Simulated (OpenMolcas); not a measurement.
# Ti⁺: CASSCF and CASPT2 terms and fine-structure levels

Wanted: the level scheme of Ti⁺ from active-space wave functions, then second-order correlation under several settings.

Program: OpenMolcas 26.06. Level of theory: state-averaged CASSCF and CASPT2, spin-orbit coupling by RASSI with atomic mean-field integrals. These are calculated values, not measurements, unless marked.

### 1 The system

```
Species                           : Ti⁺ (titanium, Z = 22, 21 electrons)
Basis                             : ANO-L-VQZP [7s6p4d3f2g], 84 functions
Scalar Hamiltonian                : non-relativistic, point nucleus
Inactive shells                   : 1s 2s 2p 3s 3p
Active space                      : 3 electrons in 6 orbitals (3d 4s)
Some configurations of this space : 3d 4s2, 3d2 4s, 3d3
Orbitals                          : optimised for each spin and parity, averaged over the low roots
```

The outer shells:

3d 4s2
```
3d [↑ ][  ][  ][  ][  ]
4s [↑↓]
```

3d2 4s
```
3d [↑ ][↑ ][  ][  ][  ]
4s [↑ ]
```

3d3
```
3d [↑ ][↑ ][↑ ][  ][  ]
```

Each step is its own input file, run in one work folder so that later steps find the files of earlier ones. Labels, J, g values, rates, χT and fits are worked out afterwards by a script from the matrices that RASSI stores.

### 2 GATEWAY and SEWARD: basis and integrals

The input, a.inp:

```
&GATEWAY
Coord
1

Ti 0.0 0.0 0.0
Basis=ANO-L-VQZP
Group=XYZ
NoMove
AngMom=0.0 0.0 0.0
AMFI
&SEWARD
```

Launch:

```console
> OMP_NUM_THREADS=1 MOLCAS_MEM=2252 MOLCAS_PROJECT=a pymolcas a.inp > a.log
```

### 3 Reference wave functions, quartets of even parity, 20 roots

The input, a.inp:

```
&RASSCF
FileOrb=start.orb
Symmetry=1
Spin=4
nActEl=3 0 0
Inactive=3 6
Ras2=6 0
CIRoot=20 20 1
SDav=20
CIMx=300
Iter=120 100
PrWF=0.3
OrbListing=Nothing
MaxOrb=0
Atom
>>> COPY $Project.JobIph JOB001
```

start.orb holds the contracted functions of the basis, ordered by shell, or the orbitals of the step before.

### 4 CASSCF: doublets of even parity, 44 roots

The input, a.inp:

```
&RASSCF
FileOrb=start.orb
Symmetry=1
Spin=2
nActEl=3 0 0
Inactive=3 6
Ras2=6 0
CIRoot=44 44 1
SDav=70
CIMx=300
Iter=120 100
PrWF=0.3
OrbListing=Nothing
MaxOrb=0
Atom
>>> COPY $Project.JobIph JOB002
```

### 5 RASSI: spin-orbit coupling between the states

The input, a.inp:

```
&RASSI
NrOfJobIphs=2 20 44
1 2 3 4 5 6 7 8 9 10 11 12 13 14 15 16 17 18 19 20
1 2 3 4 5 6 7 8 9 10 11 12 13 14 15 16 17 18 19 20 21 22 23 24 25 26 27
28 29 30 31 32 33 34 35 36 37 38 39 40 41 42 43 44
IphNames
JOB001
JOB002
EJob
SpinOrbit
DIPRint=1.0
SOCoupling=1000.0
Subsets=2
MEES
Property=10
'ANGMOM' 1 'ANGMOM' 2 'ANGMOM' 3 'MLTPL  1' 1 'MLTPL  1' 2 'MLTPL  1' 3
'AMFI' 1 'AMFI' 2 'AMFI' 3 'MLTPL  2' 6
SOProperty=3
'ANGMOM' 1 'ANGMOM' 2 'ANGMOM' 3
```

### 6 CASPT2: IPEA 0.75, imaginary shift 0.5 (closed shells correlated: 3s 3p), extended multistate

The input, a.inp:

```
>>> COPY JOB001 $Project.JobIph
&CASPT2
XMultistate=20 1 2 3 4 5 6 7 8 9 10 11 12 13 14 15 16 17 18 19 20
Frozen=2 3
IPEA=0.75
Imaginary=0.5
MaxIter=60
WThr=0.0 0.3 0.05
PrWF=0.5
NoMix
>>> COPY JOB002 $Project.JobIph
&CASPT2
XMultistate=44 1 2 3 4 5 6 7 8 9 10 11 12 13 14 15 16 17 18 19 20 21 22
23 24 25 26 27 28 29 30 31 32 33 34 35 36 37 38 39 40 41 42 43 44
Frozen=2 3
IPEA=0.75
Imaginary=0.5
MaxIter=60
WThr=0.0 0.3 0.05
PrWF=0.5
NoMix
```

### 7 CASPT2: IPEA 0.35, imaginary shift 0.4 (closed shells correlated: 3s 3p), extended multistate

Edit a.inp of step 6 so:

```diff
@@ -4,4 +4,4 @@
 Frozen=2 3
-IPEA=0.75
-Imaginary=0.5
+IPEA=0.35
+Imaginary=0.4
 MaxIter=60
@@ -15,4 +15,4 @@
 Frozen=2 3
-IPEA=0.75
-Imaginary=0.5
+IPEA=0.35
+Imaginary=0.4
 MaxIter=60
```

### 8 CASPT2: IPEA 0.5, imaginary shift 0.25 (closed shells correlated: 2s 2p 3s 3p), extended multistate

Edit a.inp of step 7 so:

```diff
@@ -3,5 +3,5 @@
 XMultistate=20 1 2 3 4 5 6 7 8 9 10 11 12 13 14 15 16 17 18 19 20
-Frozen=2 3
-IPEA=0.35
-Imaginary=0.4
+Frozen=1 0
+IPEA=0.5
+Imaginary=0.25
 MaxIter=60
@@ -14,5 +14,5 @@
 23 24 25 26 27 28 29 30 31 32 33 34 35 36 37 38 39 40 41 42 43 44
-Frozen=2 3
-IPEA=0.35
-Imaginary=0.4
+Frozen=1 0
+IPEA=0.5
+Imaginary=0.25
 MaxIter=60
```

(Steps that only read results are left out.)

Q: Predict the outcome of this session. Wanted: lowest level; first excited level; lowest level of another term; spin-orbit lowering of the lowest level; strongest of the lines computed, by gA.

**Answer**, as computed:

| quantity | value |
| --- | --- |
| method | XMS-CASPT2, IPEA 0.75, imaginary shift 0.5 (closed shells correlated: 3s 3p) |
| lowest level | 3d2 4s 4F 3/2, 100 % of that term, g = 0.399 |
| ground level listed by NIST | 4F3/2 |
| first excited level | 3d2 4s 4F 5/2 at 88.6 cm-1 |
| lowest level of another term | 3d3 4F 3/2 at 2320 cm-1 |
| spin-orbit lowering of the lowest level | 217 cm-1 |
| strongest of the lines computed, by gA (one parity, so forbidden lines), at XMS-CASPT2 energies | 3d3 2H 11/2 → 3d2 4s 2F 7/2, 847 nm, A = 1.53e-01 s⁻¹ |

What each method costs and misses:

```
                                                     method  time of its own steps  time with the reference  mean absolute difference from the measured levels (cm-1)
                                                  A. CASSCF                   30 s                     30 s                                                      2100
      B. XMS-CASPT2, IPEA 0.75, imaginary shift 0.5, +3s 3p                   27 s                     58 s                                                      1100
      C. XMS-CASPT2, IPEA 0.35, imaginary shift 0.4, +3s 3p                   29 s                     59 s                                                      1100
D. XMS-CASPT2, IPEA 0.5, imaginary shift 0.25, +2s 2p 3s 3p                   39 s                     69 s                                                      1700
```

Times are of one thread on a shared host.

In words: The multiplet 4F is regular; its intervals divided by the larger J differ by 2 % of their mean, where Landé's rule for pure LS coupling makes them equal. Second-order correlation (method B) scales the levels of the lowest configuration above 5000 cm⁻¹ by 0.36 to 0.86. Method B lies closest to the measured levels (1100 cm⁻¹ on average, level with C) and A farthest (2100). Only the configurations of the active space and the roots asked for are present. Not all states of the active space went into the spin-orbit step. CASPT2 does not keep the components of a term degenerate, and the means are used. Configurations with different d counts are hard to place against each other, and can be off by thousands to tens of thousands of cm-1. Levels of other configurations are missing from the list.
